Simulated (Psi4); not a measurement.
# GeH2F2 (difluorogermane): BLYP/cc-pVDZ

What is the energy change on altering one bond length of GeH2F2 (difluorogermane) at BLYP/cc-pVDZ? 

The results are computed with Psi4 1.11.

2 further runs of the same task are left out: 2 set aside as unsound or not needed.

### Step 1. Starting point

GeH2F2: 5 atoms, total charge 0, spin state singlet. As SMILES, `[F][GeH2][F]`. Geometry: relaxed at PBE0-D4/def2-TZVP.

Bond lengths: F1–Ge2 1.724 Å, Ge2–F3 1.724 Å, Ge2–H4 1.527 Å, Ge2–H5 1.527 Å. Angles: F1–Ge2–F3 105.0°, F1–Ge2–H4 107.9°, F1–Ge2–H5 107.9°, F3–Ge2–H4 107.9°, F3–Ge2–H5 107.9°, H4–Ge2–H5 119.3°.

### Step 2. Energy and forces at BLYP/cc-pVDZ

run.py

```python
import psi4

psi4.set_memory('1600 MB')
psi4.set_num_threads(1)
psi4.set_output_file('output.dat', False)

molecule = psi4.geometry("""
0 1
F     -0.572600     0.228500     1.525800
Ge     0.103000    -0.071300    -0.032200
F     -0.974500     0.694200    -1.139700
H      0.047300    -1.576200    -0.286700
H      1.446600     0.651000    -0.108600
symmetry c1
""")

psi4.set_options({
    'basis': 'cc-pVDZ',
    'puream': True,
    'e_convergence': 1e-09,
    'd_convergence': 1e-08,
    'scf_type': 'pk',
    'dft_radial_points': 99,
    'dft_spherical_points': 590,
})

e_tot, wfn = psi4.gradient('blyp', return_wfn=True)
psi4.oeprop(wfn, 'MULLIKEN_CHARGES', 'LOWDIN_CHARGES', 'MAYER_INDICES', title='BLYP')
print('gradient / Eh bohr^-1')
print(e_tot.np.round(6))
print(f'energy = {wfn.energy():.10f} Eh')
```

On the command line:

```
$ python run.py
```

output.dat:

```text
[...]
  Running in c1 symmetry.
[...]
  Nuclear repulsion =  222.041292592456301
[...]
  Multiplicity = 1
[...]
  Nalpha       = 26
  Nbeta        = 26
[...]
    Number of basis functions: 65
[...]
   @RKS iter   1: -2277.38028116407850   -2.85237e+00   1.69478e-02 DIIS/ADIIS
[...]
   @RKS iter  11: -2277.95243869355272    1.36424e-12   1.37939e-09 DIIS
[...]
  @RKS Final Energy: -2277.95243869355272
   => Energetics <=
    Nuclear Repulsion Energy =            222.0412925924563012
    One-Electron Energy =               -3615.8231304808923596
    Two-Electron Energy =                1216.6098583333712213
    DFT Exchange-Correlation Energy =    -100.7804591384873447
    Empirical Dispersion Energy =           0.0000000000000000
    VV10 Nonlocal Energy =                  0.0000000000000000
    Total Energy =                      -2277.9524386935527218
[...]
 Multipole Moments:
 ------------------------------------------------------------------------------------
     Multipole            Electronic (a.u.)      Nuclear  (a.u.)        Total (a.u.)
 ------------------------------------------------------------------------------------
 L = 1.  Multiply by 2.5417464519 to convert [e a0] to [Debye]
 Dipole X            :          0.5273399            0.2243122            0.7516520
 Dipole Y            :         -0.3204668           -0.1362931           -0.4567599
 Dipole Z            :         -0.1356150           -0.0575851           -0.1932001
 Magnitude           :                                                    0.9005202
[...]
  -Total Gradient:
     Atom            X                  Y                   Z
    ------   -----------------  -----------------  -----------------
       1        0.010654144040    -0.004612859236    -0.026036230735
       2       -0.021395165145     0.012982395501     0.005474544463
       3        0.017432775107    -0.012459662533     0.018837401851
       4       -0.000106995938     0.007372947212     0.001305138946
       5       -0.006729868932    -0.003194546807     0.000456530328
[...]
  Mulliken Charges: (a.u.)
   Center  Symbol    Alpha    Beta     Spin     Total
       1     F     4.65598  4.65598  0.00000 -0.31196
       2    GE    15.61215 15.61215  0.00000  0.77569
       3     F     4.65597  4.65597  0.00000 -0.31194
       4     H     0.53795  0.53795  0.00000 -0.07590
       5     H     0.53795  0.53795  0.00000 -0.07589
   Total alpha = 26.00000, Total beta = 26.00000, Total charge = -0.00000
  Lowdin Charges: (a.u.)
   Center  Symbol    Alpha    Beta     Spin     Total
       1     F     4.57902  4.57902  0.00000 -0.15804
[...]
```

On the terminal:

```text
gradient / Eh bohr^-1
[[ 0.010654 -0.004613 -0.026036]
 [-0.021395  0.012982  0.005475]
 [ 0.017433 -0.01246   0.018837]
 [-0.000107  0.007373  0.001305]
 [-0.00673  -0.003195  0.000457]]
energy = -2277.9524386936 Eh
```

Run time: 26 s. Hardware: 1 thread of Intel Xeon Platinum 8559C (Emerald Rapids), shared host; peak memory 0.89 GiB.

### Step 3. The distorted shape

calc.py

```python
import psi4

psi4.set_memory(1600000000)
psi4.set_num_threads(1)
psi4.core.set_output_file('run.log', False)

m = psi4.geometry("""
F     -0.564244     0.454258     1.563979
Ge     0.111356     0.154458     0.005979
F     -0.966144     0.919958    -1.101521
H      0.047300    -1.576200    -0.286700
H      1.454956     0.876758    -0.070421
units angstrom
symmetry c1
""")

psi4.set_options({
    'basis': 'cc-pVDZ',
    'puream': True,
    'e_convergence': 1e-09,
    'd_convergence': 1e-08,
    'scf_type': 'pk',
    'dft_radial_points': 99,
    'dft_spherical_points': 590,
})

e_tot, wfn = psi4.gradient('blyp', return_wfn=True)
psi4.oeprop(wfn, 'MULLIKEN_CHARGES', 'LOWDIN_CHARGES', 'DIPOLE', title='BLYP')
print('gradient / Eh bohr^-1')
print(e_tot.np.round(6))
print(f'energy = {wfn.energy():.10f} Eh')
```

On the command line:

```
$ python calc.py
```

run.log:

```text
[...]
  Running in c1 symmetry.
[...]
  Nuclear repulsion =  220.345800065294583
[...]
  Multiplicity = 1
[...]
  Nalpha       = 26
  Nbeta        = 26
[...]
    Number of basis functions: 65
[...]
   @RKS iter   1: -2277.34207526272758   -2.90125e+00   1.70605e-02 DIIS/ADIIS
[...]
   @RKS iter  12: -2277.94332659364818    4.54747e-13   7.74082e-10 DIIS
[...]
  @RKS Final Energy: -2277.94332659364818
   => Energetics <=
    Nuclear Repulsion Energy =            220.3458000652945827
    One-Electron Energy =               -3612.2589424905440865
    Two-Electron Energy =                1214.7031842444553149
    DFT Exchange-Correlation Energy =    -100.7333684128538920
    Empirical Dispersion Energy =           0.0000000000000000
    VV10 Nonlocal Energy =                  0.0000000000000000
    Total Energy =                      -2277.9433265936481803
[...]
  -Total Gradient:
     Atom            X                  Y                   Z
    ------   -----------------  -----------------  -----------------
       1        0.010291027034    -0.004021925256    -0.025068264496
       2       -0.017483762060     0.058551746201     0.012845627167
       3        0.016837772002    -0.011600045334     0.018267332635
       4       -0.002189833293    -0.040495529607    -0.006743349147
       5       -0.007666359995    -0.002523240054     0.000715017859
[...]
 Multipole Moments:
 ------------------------------------------------------------------------------------
     Multipole            Electronic (a.u.)      Nuclear  (a.u.)        Total (a.u.)
 ------------------------------------------------------------------------------------
 L = 1.  Multiply by 2.5417464519 to convert [e a0] to [Debye]
 Dipole X            :          0.5408581            0.2157849            0.7566430
 Dipole Y            :          0.0402435           -0.3666780           -0.3264345
 Dipole Z            :         -0.0746369           -0.0965466           -0.1711835
 Magnitude           :                                                    0.8416483
[...]
  Mulliken Charges: (a.u.)
   Center  Symbol    Alpha    Beta     Spin     Total
       1     F     4.65354  4.65354  0.00000 -0.30708
       2    GE    15.62205 15.62205  0.00000  0.75590
       3     F     4.65353  4.65353  0.00000 -0.30707
       4     H     0.53830  0.53830  0.00000 -0.07661
       5     H     0.53257  0.53257  0.00000 -0.06515
   Total alpha = 26.00000, Total beta = 26.00000, Total charge = -0.00000
  Lowdin Charges: (a.u.)
   Center  Symbol    Alpha    Beta     Spin     Total
       1     F     4.57687  4.57687  0.00000 -0.15374
[...]
```

The script printed:

```text
gradient / Eh bohr^-1
[[ 0.010291 -0.004022 -0.025068]
 [-0.017484  0.058552  0.012846]
 [ 0.016838 -0.0116    0.018267]
 [-0.00219  -0.040496 -0.006743]
 [-0.007666 -0.002523  0.000715]]
energy = -2277.9433265936 Eh
```

Wall time 27 s (1 thread of Intel Xeon Platinum 8559C (Emerald Rapids), shared host); peak memory 0.89 GiB.

### Step 4. Outcome

At BLYP/cc-pVDZ:

| quantity | value |
| --- | --- |
| first shape: total energy | -2277.95244 Eh |
| first shape: dipole moment | 2.29 D |
| first shape: HOMO energy | -8.05 eV |
| first shape: LUMO energy | -0.44 eV |
| first shape: HOMO–LUMO gap | 7.60 eV |
| first shape: largest force on an atom | 1.467 eV/Å |
| distorted shape: total energy | -2277.94333 Eh |
| distorted shape: dipole moment | 2.14 D |
| distorted shape: HOMO energy | -7.90 eV |
| distorted shape: LUMO energy | -1.26 eV |
| distorted shape: HOMO–LUMO gap | 6.64 eV |
| distorted shape: largest force on an atom | 3.211 eV/Å |
| energy change with the Ge2–H4 bond stretched from 1.527 to 1.756 Å | 0.248 eV |

With the Ge2–H4 bond stretched from 1.527 to 1.756 Å the energy rises by 0.25 eV (23.9 kJ/mol). The first shape isn't relaxed at this level, so the change isn't measured from a minimum. The largest force (first shape) is 1.47 eV/Å: the shape isn't a stationary point for this species at this level. Mulliken charges (distorted shape) run from -0.31 on F1 to +0.76 on Ge2.
